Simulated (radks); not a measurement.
# Ionisation of Ho: one atom, several choices of relativity

One table from this session's results is given with a row withheld; the runs are named, their logs left out.

The numbers are computed with radks (a radial shooting solver on a logarithmic mesh, Libxc functionals) version 1 (Kohn-Sham, PBE, spin-unpolarised, spherical densities), except any that are marked as measured or tabulated.

**What is computed**

```
element       : holmium (Z = 67)
charge        : 0
electrons     : 67
configuration : [Xe] 4f11 6s2
ion           : Ho⁺, [Xe] 4f11 6s1
choices       : non-relativistic; scalar-relativistic; Dirac, 2j+1 shares; Dirac, low j first; scalar-relativistic, finite nucleus; Dirac, 2j+1 shares, finite nucleus; Dirac, c × 100; Dirac, c × 3; Dirac, c × 1.25
```

The first run:

Settings of this run:

```text
Z 67
configuration [Xe] 4f11 6s2 5d0 6p0
relativity non-relativistic
functional pbe,pbe
spin unpolarised
nucleus point
```

Launch:

```
$ python run_ks.py task.json out
```

The same process makes all the runs of this session.

Steps of the session up to this table: non-relativistic: Ho.

One table of the session follows, with a row left open; its other results are not shown here.

It belongs to the step «non-relativistic: Ho». From the orbitals of this run (lengths in bohr):

| level | <r> | outermost maximum (interpolated) | 90 % within | nodes |
| --- | --- | --- | --- | --- |
| 4p | 0.5677 | 0.521 | 0.825 | 2 |
| 4d | ? | ? | ? | ? |
| 5s | 1.382 | 1.23 | 2.00 | 4 |
| 5p | 1.572 | 1.35 | 2.32 | 3 |
| 4f | 0.8062 | 0.515 | 1.40 | 0 |
| 6s | 4.360 | 3.72 | 6.45 | 5 |
| 5d | 3.195 | 2.00 | 5.45 | 2 |
| 6p | 5.871 | 4.81 | 8.87 | 4 |

Q: Estimate the row for 4d from the others.

**Answer.** <r>: 0.5982; outermost maximum (interpolated): 0.525; 90 % within: 0.899; nodes: 1. In the column «<r>» it lies between 4p (0.5677) and 4f (0.8062).

Caveats from the session: Spin polarisation and multiplet splitting of open shells are left out at every level.
